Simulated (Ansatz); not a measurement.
# MgO (database structure): how the settings move a single-point run

Aim: see which settings change the result for MgO (database structure), by how much, and at what cost.

The COD cell was measured well above room temperature, so it is larger than a cold one.

Computed with Ansatz 0.2.0 (reference: DFT PBE, plane waves, PAW, scalar-relativistic, no spin polarisation, unless a step's input says otherwise).

### 1 The structure to begin with

The structure is cubic, space group Fm-3m (No. 225). Conventional cell: a = 4.424 Å, b = 4.424 Å, c = 4.424 Å, α = 90.00°, β = 90.00°, γ = 90.00°. Mg (site symmetry m-3m) is surrounded by 6 O at 2.21 Å. O (site symmetry m-3m) has 6 Mg at 2.21 Å as nearest neighbours.

As a file:

```
Mg O
1.0
     0.00000    2.21195    2.21195
     2.21195    0.00000    2.21195
     2.21195    2.21195    0.00000
Mg O
1 1
Direct
  0.00000 0.00000 0.00000
  0.50000 0.50000 0.50000
```

### 2 The reference run

File input.yaml:

```yaml
crystal:
  lattice:
    - [0.0, 2.21195136, 2.21195136]
    - [2.21195136, 0.0, 2.21195136]
    - [2.21195136, 2.21195136, 0.0]
  atoms:
    - { symbol: Mg, position: [0.0, 0.0, 0.0] }
    - { symbol: O, position: [0.5, 0.5, 0.5] }
  symmetry: { tolerance: 0.0003 }
kpoints:
  mp_grid: { grid: [7, 7, 7], shift: [0, 0, 0] }
magnetization:
  spin_polarized: false
scf:
  occupations: { method: fermi_dirac, width: 0.0666 }
hamiltonian:
  pseudopotentials: { kind: paw }
  xc: pbe
basis:
  ecutwfc: 420
output:
  forces: true
  stress: true
  eigenvalues: true
```

Run with:

```sh
> ansatz run input.yaml --threads 1 --pin off --max-ram 2560MiB --backend cpu --events-out ev --progress --plain --runs-dir out
```

### 3 Changed: occupations.method tetrahedron_uncorrected, dr2_threshold 1.0e-05, width left out

Changes to input.yaml since step 2:

```diff
@@ -14,3 +14,4 @@
 scf:
-  occupations: { method: fermi_dirac, width: 0.0666 }
+  occupations: { method: tetrahedron_uncorrected }
+  convergence: { dr2_threshold: 1.0e-05 }
 hamiltonian:
```

### 4 Changing settings: ecutwfc 400 eV

Changes to input.yaml since step 2:

```diff
@@ -19,3 +19,3 @@
 basis:
-  ecutwfc: 420
+  ecutwfc: "400 eV"
 output:
```

### 5 Variant: mp_grid.grid [6, 6, 6], mp_grid.shift [0.5, 0.5, 0.5], lower_state_search standard

Changes to input.yaml since step 2:

```diff
@@ -10,3 +10,3 @@
 kpoints:
-  mp_grid: { grid: [7, 7, 7], shift: [0, 0, 0] }
+  mp_grid: { grid: [6, 6, 6], shift: [0.5, 0.5, 0.5] }
 magnetization:
@@ -15,2 +15,3 @@
   occupations: { method: fermi_dirac, width: 0.0666 }
+  lower_state_search: standard
 hamiltonian:
@@ -24 +25,5 @@
   eigenvalues: true
+  write_density: true
+  write_potential: true
+  elf: true
+  volumetric_format: npy
```

### 6 Variant: lower_state_search light, dispersion d3bjatm

Changes to input.yaml since step 2:

```diff
@@ -15,2 +15,3 @@
   occupations: { method: fermi_dirac, width: 0.0666 }
+  lower_state_search: light
 hamiltonian:
@@ -18,2 +19,3 @@
   xc: pbe
+  dispersion: d3bjatm
 basis:
```

Q: Predict the outcome of this session. Wanted: for each run, ending; energy change; pressure; gap; force.

As calculated:

```
                                                                                  run     ending                                     energy change  pressure (GPa)  gap (eV)  force (eV/Å)  cycles    time
                                                                            reference  converged                                                 0           -13.8      3.44          0.00       6  0.47 s
 1: occupations.method tetrahedron_uncorrected, dr2_threshold 1.0e-05, width left out  converged                                0.0 meV/atom (σ→0)           -13.8      3.44          0.00       6  0.46 s
                                                                    2: ecutwfc 400 eV  converged                                     +4.2 meV/atom           -13.8      3.44          0.00       6  0.48 s
3: mp_grid.grid [6, 6, 6], mp_grid.shift [0.5, 0.5, 0.5], lower_state_search standard  converged                                      0.0 meV/atom           -13.8      3.95          0.00       6  0.67 s
                                      4: lower_state_search light, dispersion d3bjatm  converged  -233.6 meV/atom (offset of the dispersion model)           -17.0      3.44          0.00       6  0.76 s
```

Times don't compare one to one where runs were asked for different outputs or read a saved state (see the inputs); cycles may leave out searches for a lower state.

Residual by cycle in the longest SCF loop of each run; runs are numbered as in the table. The quantity is the density residual dr2, in eV.

```
cycle  reference   run 1   run 2   run 3   run 4
    1     2.0e-4  2.3e-4  2.8e-4  3.1e-4  2.0e-4
    2     9.0e-6  2.4e-4  3.5e-5  2.7e-5  9.0e-6
    3     1.3e-6  1.0e-5  4.8e-6  4.4e-6  1.3e-6
    4     4.0e-7  5.2e-7  9.6e-7  8.2e-7  4.0e-7
    5     1.1e-7  3.5e-7  1.6e-7  2.7e-7  1.1e-7
    6     2.5e-8  5.0e-8  4.6e-8  8.2e-8  2.5e-8
```

**Reading.** Run 2 ran under the cutoff that the potentials recommend, as the log warns, so basis error is mixed into its values. The structure is not at rest: the sound run finds -14 GPa, so these are no properties of the relaxed crystal. 

The gaps are Kohn-Sham values of a semilocal functional, not quasiparticle or optical gaps. Such gaps usually fall short of the measured ones.
